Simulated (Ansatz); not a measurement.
# AlGa3O6: the cost of one run

The runs shown are made with Ansatz 0.2.0. PAW datasets, plane waves. All values are calculated for a non-magnetic cell, which may be hypothetical.

## Step 1: The cell

The cell was relaxed beforehand with r2SCAN.

It is trigonal, R3 (No. 146); conventional cell a = 4.929 Å, c = 13.325 Å, 9.34 Å³ an atom. Around Al lie 6 O at 1.88–1.97 Å; around Ga lie 6 O at 1.92–2.09 Å; around Ga lie 6 O at 1.92–2.08 Å; around Ga lie 6 O at 1.92–2.07 Å; around O lie 3 Ga at 1.92–2.09 Å and 1 Al at 1.97 Å.

The structure in full:

```cif
data_structure
_symmetry_space_group_name_H-M 'R3:H'
_symmetry_Int_Tables_number 146
_cell_length_a 4.9286
_cell_length_b 4.9286
_cell_length_c 13.3253
_cell_angle_alpha 90.000
_cell_angle_beta 90.000
_cell_angle_gamma 120.000
_cell_volume 280.32
loop_
_atom_site_label
_atom_site_type_symbol
_atom_site_symmetry_multiplicity
_atom_site_Wyckoff_symbol
_atom_site_fract_x
_atom_site_fract_y
_atom_site_fract_z
_atom_site_occupancy
Al1 Al 3 a 0.00000 0.00000 0.14959 1
Ga1 Ga 3 a 0.33333 0.66667 0.02519 1
Ga2 Ga 3 a 0.33333 0.66667 0.31142 1
Ga3 Ga 3 a 0.66667 0.33333 0.18801 1
O1 O 9 b 0.69919 0.99605 0.24737 1
O2 O 9 b 0.35007 0.03031 0.08345 1
```

## Step 2: PBE band path

The input, input.yaml:

```yaml
crystal:
  lattice:
    - [2.4643179219, 1.4227746139, 4.4417557903]
    - [-2.4643179219, 1.4227746139, 4.4417557903]
    - [0.0, -2.8455492328, 4.4417557887]
  atoms:
    - { symbol: Al, position: [0.8504135176, 0.8504135176, 0.8504135176] }
    - { symbol: Ga, position: [0.6414783119, 0.6414783119, 0.6414783119] }
    - { symbol: Ga, position: [0.3552449197, 0.3552449197, 0.3552449197] }
    - { symbol: Ga, position: [0.1453192822, 0.1453192822, 0.1453192822] }
    - { symbol: O, position: [0.7486727104, 0.4557691482, 0.0534373152] }
    - { symbol: O, position: [0.9468615796, 0.2363182241, 0.5664849912] }
    - { symbol: O, position: [0.0534373152, 0.7486727104, 0.4557691482] }
    - { symbol: O, position: [0.4557691482, 0.0534373152, 0.7486727104] }
    - { symbol: O, position: [0.5664849912, 0.9468615796, 0.2363182241] }
    - { symbol: O, position: [0.2363182241, 0.5664849912, 0.9468615796] }
kpoints:
  mp_grid: { grid: [6, 6, 6] }
  band_path:
    path:
      - [[0.0, 0.0, 0.0], [-0.5, -0.5, -0.5], [-0.5, -0.2350691081042, -0.7649308918958]]
      - [[-0.2350691081042, 0.2350691081042, -0.5], [-4.724308031188e-17, 2.343591260953e-17, -0.5], [0.0, 0.0, 0.0], [-1.363903533879e-16, 0.3675345540521, -0.3675345540521]]
      - [[-0.3675345540521, 2.874374160696e-17, -0.6324654459479], [-0.5, 2.380398329798e-17, -0.5], [0.0, 0.0, 0.0]]
    npoints: 10
hamiltonian:
  xc: pbe
scf:
  occupations: { method: fermi_dirac, width: 0.02 }
  n_extra_bands: 6
output:
  forces: true
  stress: true
  eigenvalues: true
```

Launch:

```bash
> ansatz run input.yaml --threads 2 --pin off --max-ram 29491MiB --backend cpu --events-out ev --progress --plain --runs-dir out
```

Q: Estimate wall time and peak memory on 2 threads of AMD EPYC 7R13 (Zen 3), shared host.

About 16 s, with a peak of 0.47 GiB.
